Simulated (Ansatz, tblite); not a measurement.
# The cluster Al₄Ga₄: a ladder of methods and basis sets

The task here is to estimate one member of a computed series from the others.

Program: Ansatz 0.2.0, Gaussian basis. Level of theory: as each input shows. These are calculated values, not measurements.

Plan: GFN1-xTB, PBE-D4/def2-TZVP, r2SCAN-D4/def2-TZVP, PBE-QIDH/def2-TZVP, revPBE-D4/def2-TZVP, r2SCAN0-D4/def2-TZVP, PBE-D4/def2-SVP, PBE0-D4/def2-SVP, PBE0-D4/def2-TZVPD, PBE-D4/def2-TZVPD, PBE-QIDH/def2-TZVPD, MP2/def2-SVP, RPA/def2-SVP.

4 further runs of the same task are left out: 3 that didn't finish, 1 set aside as unsound or not needed. Runs told in other sessions of the task aren't counted.

### The geometry

The singlet was relaxed beforehand with PBE0-D4/def2-SVP. At that level it is the lowest of the isomers that a small search found.

8 atoms, charge 0, spin multiplicity 1.

Bond lengths: Al1–Al3 2.551 Å, Al1–Al4 2.605 Å, Al1–Ga7 2.563 Å, Al1–Ga8 2.800 Å, Al2–Al3 2.535 Å, Al2–Al4 2.729 Å, Al2–Ga6 2.504 Å, Al3–Ga8 2.614 Å, Al4–Ga5 2.562 Å, Ga5–Ga6 2.506 Å, Ga5–Ga7 2.521 Å, Ga6–Ga8 2.588 Å. Angles: Al3–Al1–Al4 65.4°, Al3–Al1–Ga7 141.7°, Al3–Al1–Ga8 58.3°, Al4–Al1–Ga7 97.4°, Al4–Al1–Ga8 84.5°, Ga7–Al1–Ga8 87.5°, Al3–Al2–Al4 63.8°, Al3–Al2–Ga6 82.6°, Al4–Al2–Ga6 67.4°, Al1–Al3–Al2 118.2°, Al1–Al3–Ga8 65.6°, Al2–Al3–Ga8 97.1°, Al1–Al4–Al2 109.8°, Al1–Al4–Ga5 72.5° and more.

PBE0-D4/def2-TZVP was run before; its log isn't repeated, and its numbers join the tables.

The first run:

Tight binding, by tblite at 300 K electronic temperature and without a spin-polarisation term:

```python
tblite.interface.Calculator('GFN1-xTB', numbers, positions, charge=0, uhf=0).singlepoint()
```

start.molden holds the orbitals of an earlier run on this state, given as this run's starting guess.

File in.yaml:

```yaml
crystal:
  periodic: [false, false, false]
  atoms:
    - {symbol: Al, position_ang: [-1.847115, -0.336803, 0.549333]}
    - {symbol: Al, position_ang: [1.179131, -0.495856, -2.591962]}
    - {symbol: Al, position_ang: [-0.556823, -1.691897, -1.184310]}
    - {symbol: Al, position_ang: [-0.546190, 1.092874, -1.196775]}
    - {symbol: Ga, position_ang: [0.527854, 1.506683, 1.092071]}
    - {symbol: Ga, position_ang: [2.075627, 0.160071, -0.347615]}
    - {symbol: Ga, position_ang: [-1.495353, 1.206670, 2.565198]}
    - {symbol: Ga, position_ang: [0.662869, -1.441742, 1.114061]}
basis:
  gaussian: {orbitals: def2-TZVP, initial_orbitals: start.molden}
hamiltonian: {xc: pbe, dispersion: d4}
scf: {omitted_lower_state_checks: [starts]}
output: {orbitals: {seedname: orbitals}}
```

The run is started by

```console
$ ansatz run in.yaml --threads 4 --pin off --events-out ev --progress --plain --max-ram 4787MiB
```

Among the steps run: PBE-D4/def2-TZVP; r2SCAN-D4/def2-TZVP; PBE-QIDH/def2-TZVP; revPBE-D4/def2-TZVP; r2SCAN0-D4/def2-TZVP; PBE-D4/def2-SVP; PBE0-D4/def2-SVP; PBE0-D4/def2-TZVPD; PBE-D4/def2-TZVPD; PBE-QIDH/def2-TZVPD; MP2/def2-SVP; RPA/def2-SVP.

One of the session's tables, all rows but one given; the rest of the session is left out.

It belongs to the step «Binding energy». 

| level | binding an atom (eV) |
| --- | --- |
| HF/def2-SVP | ? |
| PBE-D4/def2-SVP | 2.249 |
| PBE-D4/def2-TZVP | 2.248 |
| PBE-D4/def2-TZVPD | 2.249 |
| revPBE-D4/def2-TZVP | 2.126 |
| r2SCAN-D4/def2-TZVP | 2.230 |
| PBE0-D4/def2-SVP | 2.144 |
| PBE0-D4/def2-TZVP | 2.147 |
| PBE0-D4/def2-TZVPD | 2.150 |
| r2SCAN0-D4/def2-TZVP | 2.120 |
| PBE-QIDH/def2-TZVP | 2.224 |
| PBE-QIDH/def2-TZVPD | 2.230 |
| RPA/def2-SVP | 1.709 |
| MP2/def2-SVP | 2.206 |

**Question.** Estimate the row for HF/def2-SVP.

The run gave: binding an atom (eV): 0.880. In the column «binding an atom (eV)» it is the lowest.

Caveats from the session: Free atoms were run apart at each level; binding is atoms less cluster, divided by the number of atoms, without zero-point or spin-orbit terms.
